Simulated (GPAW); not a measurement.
GaF:

```
Ga F
1.0
     0.00000    2.84624    2.84624
     2.84624    0.00000    2.84624
     2.84624    2.84624    0.00000
Ga F
1 1
Direct
  0.25000 0.25000 0.25000
  0.00000 0.00000 0.00000
```

The cell was built by a generator and needn't be a form met in nature.

* Program: GPAW 26.7.0
* Task: relaxation of cell and atoms
* Functional: revPBE
* Dispersion: D3(BJ)+ATM
* Potentials or basis: the program's PAW data sets (release 1.2.1) made for this functional
* Cutoff: 800 eV
* Basis: pw
* k mesh: 8 × 8 × 8
* Occupations: fermi-dirac, width 0.05 eV
* Spin: no spin polarisation

At the start: pressure 6.8 GPa; volume 23.06 Å³/atom.

**Question.** Where does the relaxation end?

**Answer.** Over 6 steps the energy falls by 39.0 meV/atom and the volume is 24.48 Å³/atom (+6.2 %); space group F-43m (No. 216, to 0.05 Å).

Step by step:
| step | energy change (eV) | largest force (eV/Å) | pressure (GPa) | volume (Å³) |
| --- | --- | --- | --- | --- |
| 1 | 0.0000 | 0.0000 | 6.77 | 46.12 |
| 2 | -0.0417 | 0.0000 | 5.21 | 47.09 |
| 3 | -0.0666 | 0.0000 | -2.64 | 50.85 |
| 4 | -0.0781 | 0.0000 | -1.08 | 49.49 |
| 5 | -0.0758 | 0.0000 | 0.75 | 48.61 |
| 6 | -0.0780 | 0.0000 | -0.08 | 48.96 |

Final structure:
```
Ga F
1.0
     0.00000    2.90366    2.90366
     2.90366    0.00000    2.90366
     2.90366    2.90366    0.00000
Ga F
1 1
Direct
  0.25000 0.25000 0.25000
  0.00000 0.00000 0.00000
```

Caveat: the data sets keep Ga 3d, Li 1s and Be 1s frozen, and some such compounds lay over 1.5 % in volume off other programs; later steps reuse the first step's grids.
